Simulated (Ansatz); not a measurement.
**C3H2F6: taking an electron away**

One table from this session's results is given with a row withheld; the runs are named, their logs left out.

Computed with Ansatz 0.2.0, Gaussian basis. Level: unrestricted cation, the program's frozen cores in correlated methods.

Plan: UKS PBE-D4/def2-TZVPP; UKS r2SCAN-D4/def2-TZVPP; UKS PBE0-D4/def2-TZVPP; UKS B3LYP-D4/def2-TZVPP; UKS wB97X-V/def2-TZVPP; UKS wB97M-V/def2-TZVPP; UKS B2PLYP/def2-TZVPP; UHF-CCSD(T)/def2-TZVPP; UHF-MP2/def2-QZVPP; extrapolation to the limit; then −ε(HOMO) from the neutral's earlier runs with LDA (SPW92), PBE-D4, revPBE-D4, BLYP-D4, r2SCAN-D4, B97M-V, PBE0-D4, B3LYP-D4, r2SCANh-D4, r2SCAN0-D4, HSE06-D4, BHLYP-D4, CAM-B3LYP-D4, LC-ωPBE, ωB97X-V, ωB97M-V.

**The geometry**

All runs share one geometry, relaxed beforehand with PBE0-D4 in a triple-zeta def2 set.

11 atoms, charge 0, spin multiplicity 1.

Atoms are counted from 1 here; the program's logs count them from 0.

Bond lengths: F1–C2 1.333 Å, C2–F3 1.333 Å, C2–F4 1.340 Å, C2–C5 1.513 Å, C5–C6 1.512 Å, C5–H10 1.090 Å, C5–H11 1.090 Å, C6–F7 1.339 Å, C6–F8 1.333 Å, C6–F9 1.333 Å. Angles: F1–C2–F3 107.8°, F1–C2–F4 107.5°, F1–C2–C5 112.4°, F3–C2–F4 107.5°, F3–C2–C5 112.4°, F4–C2–C5 109.0°, C2–C5–C6 115.9°, C2–C5–H10 108.0°, C2–C5–H11 108.0°, C6–C5–H10 108.0°, C6–C5–H11 108.0°, H10–C5–H11 108.6°, C5–C6–F7 109.0°, C5–C6–F8 112.4°, C5–C6–F9 112.4°, F7–C6–F8 107.5°, F7–C6–F9 107.5°, F8–C6–F9 107.8°.

Set-up of the first run:

The input, in.yaml:

```yaml
crystal:
  periodic: [false, false, false]
  atoms:
    - {symbol: F, position_ang: [-0.024296, -2.005652, -0.270893]}
    - {symbol: C, position_ang: [0.744602, -0.942558, -0.508752]}
    - {symbol: F, position_ang: [1.744044, -0.956680, 0.373672]}
    - {symbol: F, position_ang: [1.280515, -1.097857, -1.726550]}
    - {symbol: C, position_ang: [-0.036307, 0.352373, -0.475567]}
    - {symbol: C, position_ang: [-0.703774, 0.687212, 0.839736]}
    - {symbol: F, position_ang: [-1.357495, 1.849585, 0.714069]}
    - {symbol: F, position_ang: [-1.593481, -0.235192, 1.207808]}
    - {symbol: F, position_ang: [0.173892, 0.826666, 1.833818]}
    - {symbol: H, position_ang: [-0.809102, 0.299902, -1.242788]}
    - {symbol: H, position_ang: [0.646602, 1.165101, -0.723954]}
basis:
  gaussian: {orbitals: def2-TZVPP}
total_charge: 1
magnetization: {spin_polarized: true, initial_magnetization: 1}
hamiltonian: {xc: pbe, dispersion: d4}
```

Command:

```
ansatz run in.yaml --threads 2 --pin off --events-out ev --progress --plain --max-ram 32768MiB --backend cuda --devices 0, --max-vram 18GiB
```

Steps of the session up to this table: Cation, UKS PBE-D4/def2-TZVPP; Cation, UKS r2SCAN-D4/def2-TZVPP; Cation, UKS PBE0-D4/def2-TZVPP; Cation, UKS B3LYP-D4/def2-TZVPP; Cation, UKS wB97X-V/def2-TZVPP; Cation, UKS wB97M-V/def2-TZVPP; Cation, UKS B2PLYP (frozen core)/def2-TZVPP; Cation, UHF-CCSD(T)/def2-TZVPP; Cation, UHF-MP2/def2-QZVPP.

One table of the session follows, with a row left open; its other results are not shown here.

It belongs to the step «Ionisation energies side by side». For comparison, −ε(HOMO) of the neutral from earlier runs:

```
  functional  −ε(HOMO) (eV)
 LDA (SPW92)           9.60
      PBE-D4           9.34
   revPBE-D4           9.23
     BLYP-D4           9.31
   r2SCAN-D4           9.78
      B97M-V           9.96
     PBE0-D4          11.21
    B3LYP-D4          10.98
  r2SCANh-D4          10.48
  r2SCAN0-D4          11.51
    HSE06-D4              ?
    BHLYP-D4          13.07
CAM-B3LYP-D4          12.78
     LC-ωPBE          14.00
     ωB97X-V          13.68
     ωB97M-V          13.61
```

Q: Estimate the row for HSE06-D4 from the others.

As computed: −ε(HOMO) (eV): 10.79. In the column «−ε(HOMO) (eV)» it lies between r2SCANh-D4 (10.48) and B3LYP-D4 (10.98).
